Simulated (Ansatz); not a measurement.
# Pb in Ansatz: further runs, part 2 of 2

Ansatz 0.2.0. Earlier steps stand in the parts before.

### 3 Single point, PBE (the (1 1 1) slab of Pb, cut from the database cell, not relaxed)

The input, input.yaml:

```yaml
crystal:
  lattice:
    - [3.4928246563, 0.0, 0.0]
    - [-1.7464123282, 3.0248748834, 0.0]
    - [0.0, 0.0, 23.5556381691]
  atoms:
    - { symbol: Pb, position: [0.6666666667, 0.3333333333, 0.3183951097] }
    - { symbol: Pb, position: [0.3333333333, 0.6666666667, 0.4394650366] }
    - { symbol: Pb, position: [0.0, 0.0, 0.5605349634] }
    - { symbol: Pb, position: [0.6666666667, 0.3333333333, 0.6816048903] }
hamiltonian:
  xc: pbe
  pseudopotentials: { kind: nc, accuracy: stringent }
kpoints:
  mp_grid: { grid: [9, 9, 1] }
scf:
  occupations: { method: fermi_dirac, width: 0.05 }
output:
  forces: true
  eigenvalues: true
  write_density: true
  write_potential: true
  elf: true
  volumetric_format: npy
efield:
  axis: 3
  dipole_correction: true
  ramp_width: 0.04
```

Potentials or basis: PseudoDojo stringent (PBE files).

Run with:

```
ansatz run input.yaml --threads 4 --pin off --max-ram 11264MiB --backend cpu --events-out ev --progress --plain --runs-dir out
```

The log of the run:

```text
Warning: RAYON_NUM_THREADS=4 ignored (pool sized by the plan → 4); use --threads N
Engine: ansatz 0.2.0, aarch64-unknown-linux-gnu
Pseudopotentials: kind: nc
Pseudopotential: Pb, nc, valence charge 22, recommended cutoff 1197.300995 eV (normal), Pb.nc.azcp (PseudoDojo's, or run here from an input of PseudoDojo's; its table is named by hamiltonian.pseudopotentials.accuracy)
Functional definition: PBE
  parameter kappa = 0.804
  parameter beta = 0.06672455060314922
  exchange = pbe_x(kappa = kappa, mu = beta*pi^2/3)
  correlation = pbe_c(beta = beta)
Crystal: 4 atoms, lattice volume = 248.874 Å³
Basis set: ecut = 1197.300995 eV, 23305 PW (Γ), exchange–correlation on 80×80×540 points (8 copies of the dense FFT grid, shifted against one another)
Bands: 53, of which v1, the nominal top of the filled ones, is band 44 counted from 1 (43 counted from 0)
Symmetry: 6 space group operations
k-points: 12 of 81 (time reversal used)
Non-local potential: Pb, projectors of the file, l = 0: 2, l = 1: 2, l = 2: 2, l = 3: 1
Initial density: superposition of atomic densities (neutral atoms: chi_scale 0, normalization atom)
Initial wavefunctions: pseudopotential atomic-orbital guess
Functional: x = pbe(κ = 0.804, μ = 0.2195149727645171), c = pbe(β = 0.06672455060314922)
iter 1 solved again at ethr=8.73e-4 eV; its pass at ethr=3.10e-3 eV (dr2=7.68e-1 eV) is discarded
SCF iter   1: F=—  HF=-22834.255826 eV  |F-HF|=—  |Δ(HF+E_count)|=         —  Δρ=6.73e-3  dr2=7.93e-1  ethr=8.73e-4  p=0.000 e·Å  D=9.14e-14 V/Å  ΔV_dip=-0.00 eV  dr2_dipole=2.96e-11  V_vac-E_F(+/−)=4.84/4.84 eV  ⟨swp⟩=2.2  Hψ=3355  notcnv=0
efield: sawtooth ramp at fractional position 0.9800 (placed from the atoms, in the widest stretch of the axis that holds none; the zero of the levels goes with the place), width 0.0400; the density the first Hamiltonian is built on has a dipole p = 0.000 e·Å; the dipole correction subtracts the counter field D = 9.14e-14 V/Å, which shifts the + side's vacuum level by -0.00 eV against the − side's; the planar-averaged density in the ramp window peaks in size at 1.9e-7 e/Å³
preconditioner: auto → LDOS  [insulator: Δε(μ)=0.192 eV  Ē_g=16.669 eV  σ=0.050 eV  W_gap=0.74  n_scr=58 (ndim 8)  ℏωp=17.6 eV  f_vac=0.479  D(μ)=1.48/eV (n_scr^D=6)  ε∞_Penn≈2.1  β→1.0]
SCF iter   2: F=—  HF=-22834.173404 eV  |F-HF|=—  |Δ(HF+E_count)|=   8.24e-2  Δρ=3.89e-3  dr2=4.36e-1  ethr=8.73e-4  p=-0.000 e·Å  D=-5.95e-6 V/Å  ΔV_dip=0.00 eV  dr2_dipole=8.38e-10  V_vac-E_F(+/−)=3.40/3.40 eV  ⟨swp⟩=4.8  Hψ=1463  notcnv=0  defer=14
SCF iter   3: F=—  HF=-22834.139516 eV  |F-HF|=—  |Δ(HF+E_count)|=   3.39e-2  Δρ=1.11e-3  dr2=6.48e-3  ethr=4.96e-4  p=-0.000 e·Å  D=-2.09e-6 V/Å  ΔV_dip=0.00 eV  dr2_dipole=7.31e-11  V_vac-E_F(+/−)=3.83/3.83 eV  ⟨swp⟩=2.2  Hψ=743  notcnv=0  defer=29
SCF iter   4: F=—  HF=-22834.139013 eV  |F-HF|=—  |Δ(HF+E_count)|=   5.04e-4  Δρ=3.21e-4  dr2=4.25e-4  ethr=7.37e-6  p=0.000 e·Å  D=3.16e-6 V/Å  ΔV_dip=-0.00 eV  dr2_dipole=3.18e-10  V_vac-E_F(+/−)=3.73/3.73 eV  ⟨swp⟩=2.0  Hψ=1117  notcnv=0  defer=29
SCF iter   5: F=—  HF=-22834.138942 eV  |F-HF|=—  |Δ(HF+E_count)|=   7.11e-5  Δρ=4.96e-5  dr2=1.11e-5  ethr=4.83e-7  p=-0.000 e·Å  D=-2.90e-7 V/Å  ΔV_dip=0.00 eV  dr2_dipole=1.05e-10  V_vac-E_F(+/−)=3.73/3.73 eV  ⟨swp⟩=2.6  Hψ=997  notcnv=0  defer=29
SCF iter   6: F=—  HF=-22834.139291 eV  |F-HF|=—  |Δ(HF+E_count)|=   3.49e-4  Δρ=1.82e-5  dr2=9.39e-7  ethr=1.27e-8  p=0.000 e·Å  D=1.93e-7 V/Å  ΔV_dip=-0.00 eV  dr2_dipole=1.24e-11  V_vac-E_F(+/−)=3.73/3.73 eV  ⟨swp⟩=2.6  Hψ=1098  notcnv=0  defer=29
SCF iter   7: F=-22834.139291 eV  HF=-22834.139291 eV  |F-HF|=2.18e-8  |Δ(HF+E_count)|=   7.53e-8  Δρ=5.35e-6  dr2=5.88e-8  ethr=1.14e-10  p=-0.000 e·Å  D=-8.18e-8 V/Å  ΔV_dip=0.00 eV  dr2_dipole=7.74e-14  V_vac-E_F(+/−)=3.73/3.73 eV  ⟨swp⟩=22.6  Hψ=6401  notcnv=0
SCF 1 converged in 7 iterations: F = -22834.139291 eV  dr2 = 5.88e-8
WARN: The output density's exchange-correlation potential varies sharply where the density is thin. Do not read a vacuum level from v_tot or v_xc, or from such a field of the output density. On a cell that repeats whose density bears no net charge and no dipole along the vacuum's axis use v_es (v_loc + v_h of the components); under efield.dipole_correction with no amplitude use v_es + v_field, which holds any external_charges[].barrier, or the levels of the report's work_function block, which leave it out; under a non-zero efield.amplitude the vacuum is tilted and has no level; on a cell that repeats and bears such a dipole with no correction it is tilted too, and efield.dipole_correction with no amplitude gives each side of its ramp a level where efield: is served; in a cell that repeats whose density bears a net charge (total_charge, or a fill off its count) it is curved and has none; of a slab under crystal.periodic whose density bears no net charge use v_es, which has a level on each side, short of where the two are joined; of another it falls or rises all the way out and has none; of a slab beside external_charges read slab_vacuum_level instead, which it has where they leave it neutral. The grid or the basis barely resolves most such structure, and the values can differ between equally converged runs; as a rule a tighter scf.convergence.dr2_threshold does not remove it. Where the density itself ripples (under the LDA too) a higher basis.ecutwfc lessens it. The files hold the spikes' plane waves up to the density's cutoff. Files: v_tot_of_output_density and the like, and their columns of v_z.tsv (output.write_potential); v_xc_of_output_density and the like, and their columns of v_comp_z.tsv (output.write_potential_components). Measured: with its Gaussian average of σ = 0.25 Å subtracted twice, the exchange-correlation potential is over 0.1 eV at 1062 of the grid points where the equally averaged density (valence and model cores) is under 1e-3 e/Å³, and 0.451 eV at the most among them, at an averaged density of 2.5e-8 e/Å³. The input density's (outcome.potential() and, of a run that writes arrays, v_tot and v_xc) is over 0.1 eV, so measured, at 76 points of its own thin density, 0.210 eV at the most. See output.write_potential in the manual, Limitations
SCF converged after 7 iterations
Free energy (F): -22834.139291 eV
Harris-Foulkes:  -22834.139291 eV  (|F-HF|=2.18e-8)
Internal energy: -22834.121590 eV  (E = F + TS)
E sigma→0 (E₀):  -22834.130440 eV
Entropy (-TS):   -0.017701 eV (-4.425 meV/atom)
Fermi energy:    4.678730 eV
Dipole field:    D = 0.000000 V/Å  (p = 0.000000 e·Å, saw-weighted, corrected)
Work function:   Φ+ = 3.7319 eV   Φ− = 3.7319 eV
Levels:          The Fermi level and band energies are counted from a zero that moves with the ramp; work functions are not
--- Per-component energies (eV) ---
  E_band       = -3426.654234
  E_kinetic    = 6409.451404
  E_local      = -92767.891192  (includes V_loc(G=0)·N_el)
  E_nonlocal   = 1501.548160
  E_hartree    = 41990.206685
  E_xc         = -3699.663665
  E_vxc        = -2550.190131  (∫ρ·V_xc dr)
  E_efield     = 0.000000  (sawtooth field / dipole correction)
  E_vefield    = 0.000000  (∫n·V_field dr)
  E_ewald      = 23732.227019
  E_smearing   = -0.017701  (= −TS)
  E_closure    = -0.000000  (closes the sum)
  Σ components = -22834.139291   (vs F -22834.139291, Δ=0.00e0)
--- Forces (eV/Å), atoms counted from 1 ---
  atom   1  Pb     0.00000000    -0.00000000     0.06501686
  atom   2  Pb     0.00000000     0.00000000    -0.30758358
  atom   3  Pb    -0.00000000    -0.00000000     0.30758383
  atom   4  Pb     0.00000000     0.00000000    -0.06501709
  max |Σ_I F_I| component: 1.85e-8 eV/Å
--- Band table (eV; the first three rows and the last of 12) ---
  k-point 0: bands = ["-135.2772", "-135.2772", "-135.2092", "-135.2092", "-76.9622", "-76.9622", "-76.9490", "-76.9490", "-76.9490", "-76.9490", "-76.8922", "-76.8905", "-76.8885", "-76.8885", "-76.8882", "-76.8882", "-12.4573", "-12.4559", "-12.4169", "-12.4091", "-12.4091", "-12.4073", "-12.4073", "-12.4033", "-12.3816", "-12.3816", "-12.3754", "-12.3754", "-12.2771", "-12.2771", "-12.2736", "-12.2736", "-12.2182", "-12.2182", "-12.1486", "-12.1486", "-6.8899", "-6.2081", "-5.1592", "-4.0043", "1.1957", "3.1260", "5.5721", "7.6368", "8.1326", "9.4285", "9.5881", "10.4800", "10.4800", "10.9789", "10.9789", "11.5838", "11.5838"]
  k-point 1: bands = ["-135.2772", "-135.2772", "-135.2092", "-135.2092", "-76.9622", "-76.9622", "-76.9493", "-76.9493", "-76.9491", "-76.9491", "-76.8921", "-76.8906", "-76.8888", "-76.8886", "-76.8885", "-76.8883", "-12.4498", "-12.4481", "-12.4170", "-12.4149", "-12.4095", "-12.3907", "-12.3850", "-12.3790", "-12.3778", "-12.3617", "-12.3604", "-12.3473", "-12.2965", "-12.2871", "-12.2781", "-12.2680", "-12.2265", "-12.2179", "-12.1672", "-12.1471", "-6.6776", "-5.9995", "-4.9620", "-3.8296", "1.4306", "3.3193", "5.7056", "7.7583", "8.2873", "8.4701", "8.9588", "9.4971", "9.7063", "9.7471", "9.9718", "10.3384", "10.5191"]
  k-point 2: bands = ["-135.2772", "-135.2772", "-135.2092", "-135.2092", "-76.9621", "-76.9621", "-76.9500", "-76.9500", "-76.9493", "-76.9493", "-76.8920", "-76.8907", "-76.8894", "-76.8892", "-76.8888", "-76.8885", "-12.4812", "-12.4684", "-12.4328", "-12.4053", "-12.3851", "-12.3754", "-12.3660", "-12.3545", "-12.3468", "-12.3194", "-12.3174", "-12.3011", "-12.2990", "-12.2678", "-12.2654", "-12.2400", "-12.2301", "-12.2140", "-12.1992", "-12.1437", "-6.0429", "-5.3793", "-4.3811", "-3.3225", "2.1007", "3.7862", "5.2036", "5.8833", "6.4074", "7.0338", "7.7397", "8.5196", "8.5652", "8.9439", "9.2372", "9.9913", "10.2549"]
  k-point 11: bands = ["-135.2771", "-135.2771", "-135.2091", "-135.2091", "-76.9620", "-76.9620", "-76.9508", "-76.9508", "-76.9508", "-76.9508", "-76.8913", "-76.8913", "-76.8903", "-76.8900", "-76.8899", "-76.8899", "-12.4441", "-12.4441", "-12.4377", "-12.3944", "-12.3944", "-12.3503", "-12.3086", "-12.3086", "-12.2988", "-12.2951", "-12.2951", "-12.2780", "-12.2780", "-12.2399", "-12.2399", "-12.2274", "-12.2155", "-12.1733", "-12.1457", "-12.1457", "-2.4774", "-2.4774", "-2.3352", "-2.3238", "2.3611", "2.3611", "2.4480", "3.2315", "3.2315", "3.7812", "4.3196", "4.3196", "6.7154", "7.4460", "7.4460", "7.6598", "10.9850"]
```

Run time: 19 s. Hardware: 4 threads of Arm Neoverse V2, shared host; peak memory 1.7 GiB.

Results:

| Property | Result |
| --- | --- |
| Free energy | -22834.1393 eV |
| Largest force | 0.308 eV/Å |
| Band gap on the k mesh | none (metal or under the smearing width) |
| Work function of the upper face | 3.73 eV |
| Work function of the lower face | 3.73 eV |
| Dipole across the slab | 0.000 e·Å |

Forces in eV/Å, atoms in the order of the input:
```
Pb   0.000  0.000  0.065
Pb   0.000  0.000 -0.308
Pb   0.000  0.000  0.308
Pb   0.000  0.000 -0.065
```

### 4 Single point, PBE (the (1 1 1) slab of Pb, cut from the database cell, not relaxed)

Changes to input.yaml since step 3:

```diff
@@ -12,3 +12,3 @@
   xc: pbe
-  pseudopotentials: { kind: nc, accuracy: stringent }
+  pseudopotentials: { kind: paw, source: ansatz }
 kpoints:
@@ -20,6 +20,2 @@
   eigenvalues: true
-  write_density: true
-  write_potential: true
-  elf: true
-  volumetric_format: npy
 efield:
```

Potentials or basis: Ansatz PAW earlier set.

Run with:

```
ansatz run input.yaml --threads 4 --pin off --max-ram 11264MiB --backend cpu --events-out ev --progress --plain --runs-dir out
```

Wall time 4.8 s (4 threads of Arm Neoverse V2, shared host); peak memory 0.8 GiB.

Results (log left out):

```yaml
Free_energy: -61171.9924 eV
Largest_force: 0.308 eV/Å
Band_gap_on_the_k_mesh: none (metal or under the smearing width)
Work_function_of_the_upper_face: 3.73 eV
Work_function_of_the_lower_face: 3.73 eV
Dipole_across_the_slab: 0.000 e·Å
```

Forces on the atoms (eV/Å):
```
Pb   0.000  0.000  0.062
Pb   0.000  0.000 -0.308
Pb   0.000  0.000  0.308
Pb   0.000  0.000 -0.062
```

Levels at points of the mesh, in eV from the Fermi level:
```csv
k point,band 41,band 42,band 43,band 44,band 45,band 46,band 47,band 48
"(0.00, 0.00, 0.00)",-3.49,-1.55,0.89,2.96,3.45,4.75,4.90,5.81
```

Spin-orbit coupling is left out, which matters for the levels of Pb.

### 5 Single point, PBE (the (1 1 1) slab of Pb, cut from the database cell, not relaxed)

Changes to input.yaml since step 4:

```diff
@@ -12,3 +12,3 @@
   xc: pbe
-  pseudopotentials: { kind: paw, source: ansatz }
+  pseudopotentials: { kind: nc }
 kpoints:
@@ -20,2 +20,6 @@
   eigenvalues: true
+  write_density: true
+  write_potential: true
+  elf: true
+  volumetric_format: npy
 efield:
```

Potentials or basis: Ansatz NC.

Run with:

```
ansatz run input.yaml --threads 4 --pin off --max-ram 11264MiB --backend cpu --events-out ev --progress --plain --runs-dir out
```

Wall time 13 s (4 threads of Arm Neoverse V2, shared host); peak memory 0.92 GiB.

The run converged. Its results:

```yaml
Free_energy: -9018.4434 eV
Largest_force: 0.308 eV/Å
Band_gap_on_the_k_mesh: none (metal or under the smearing width)
Work_function_of_the_upper_face: 3.73 eV
Work_function_of_the_lower_face: 3.73 eV
Dipole_across_the_slab: 0.000 e·Å
```

Forces in eV/Å, atoms in the order of the input:
```
Pb   0.000  0.000  0.062
Pb   0.000  0.000 -0.308
Pb   0.000  0.000  0.308
Pb   0.000  0.000 -0.062
```

Levels at points of the mesh, in eV from the Fermi level:
```tsv
k point	band 25	band 26	band 27	band 28	band 29	band 30	band 31	band 32
(0.00, 0.00, 0.00)	-3.49	-1.55	0.89	2.96	3.45	4.75	4.91	5.81
```

### 6 The runs side by side

| potentials or basis | cutoff (eV) | gap on the mesh (eV) | largest force (eV/Å) | work function (eV) |
| --- | --- | --- | --- | --- |
| PseudoDojo standard (PBE files) | 850 | none | 0.30 | 3.73 |
| PseudoDojo stringent (PBE files) | 1197 | none | 0.31 | 3.73 |
| Ansatz PAW earlier set | 580 | none | 0.31 | 3.73 |
| Ansatz NC | 850 | none | 0.31 | 3.73 |

Alike in all rows: task single point; level PBE; no spin polarisation; cell the (1 1 1) slab of Pb, cut from the database cell, not relaxed; k mesh 9 × 9 × 1; smearing fermi-dirac 0.05 eV.

Absolute energies hang on the potentials; compare differences alone.
